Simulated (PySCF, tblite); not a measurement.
# C7H11O radical: geometry, infrared bands and EPR parameters

Aim: predict the infrared bands and EPR parameters of C7H11O radical (`C=C1[CH][C@](C)(O)CC1`).

The runs use tblite 0.8.0 and PySCF 2.14.0, with density-fitted response routines of our own; the level of theory stands in each step. All values are computed, except where a source is named. Atoms are numbered from 0 throughout.

### 1 Starting geometry

19 atoms, charge 0, multiplicity 2; geometry from: force field or distance geometry start.

Bonds of the start (Å): C0–C1 1.35, C1–C2 1.48, C2–C3 1.51, C3–C4 1.51, C3–O5 1.36, C3–C6 1.53, C6–C7 1.53, C7–C1 1.49, C0–H8 1.07, C0–H9 1.09, C2–H10 1.10, C4–H11 1.12, C4–H12 1.11, C4–H13 1.12, O5–H14 0.96, C6–H15 1.10, C6–H16 1.10, C7–H17 1.11, C7–H18 1.09.

### 2 Optimising the geometry with GFN2-xTB

Job settings and geometry (Å):

```
{"job": {"kind": "relax", "xc": "GFN2-xTB", "basis": "xTB"}, "charge": 0, "multiplicity": 2}
C      2.438200    -1.001700     0.733300
C      1.316700    -0.360800     0.341800
C      0.012900    -1.037000     0.179200
C     -0.892700     0.018800    -0.404800
C     -2.303800    -0.300400     0.044100
O     -0.823000     0.161000    -1.758200
C     -0.341600     1.261500     0.299200
C      1.152100     1.087000     0.030600
H      3.388200    -0.525200     0.863800
H      2.337900    -2.070400     0.928500
H      0.064500    -1.966300    -0.410800
H     -2.883500     0.628900     0.253900
H     -2.241600    -0.910400     0.967600
H     -2.849300    -0.917100    -0.713900
H     -0.173900    -0.381500    -2.218100
H     -0.759200     2.190000    -0.120300
H     -0.519500     1.188900     1.380300
H      1.306200     1.200000    -1.060600
H      1.761600     1.743800     0.657000
```

Run with:

```
> OMP_NUM_THREADS=1 python probes_run.py task.json out
```

This one command runs all jobs of the session in turn.

**Question.** This job is followed by: GFN2-xTB harmonic vibrations, gas phase; UKS B3LYP, pcH-1 on C H O, non-relativistic, mean-field spin-orbit, GIAO. What will the session give for the following? strongest single infrared mode (GFN2-xTB); zero-point energy (GFN2-xTB); g(iso) (B3LYP); ⟨S²⟩; largest a(iso) (averaged by class); surface potential, 1st and 99th percentile.

**Answer**, as computed:

| quantity | value |
| --- | --- |
| strongest single infrared mode (GFN2-xTB) | 301 cm⁻¹, 90 km/mol |
| zero-point energy (GFN2-xTB) | 100.2 kcal/mol |
| g(iso) (B3LYP) | 2.00249 |
| ⟨S²⟩ | 0.776 (exact 0.75) |
| largest a(iso) (averaged by class) | 13C on C2, 54.7 MHz |
| surface potential, 1st and 99th percentile | -1.62 V and 1.76 V |

In words: The optimisation took 77 steps and gained 0.979 eV; among the close pairs (by a distance rule), C1–C2 changed most, from 1.478 to 1.382 Å. All 51 modes are real, so the xTB geometry is a minimum. The strongest single mode, at 301 cm⁻¹, moves mainly H14. GFN2-xTB is a fitted tight-binding method: band positions and strengths are rough. Its intensities can rank the bands wrongly. The largest spin populations lie on C0 (0.69 e), C2 (0.64 e). The isotropic g lies 0.2 ppt above the free-electron value.
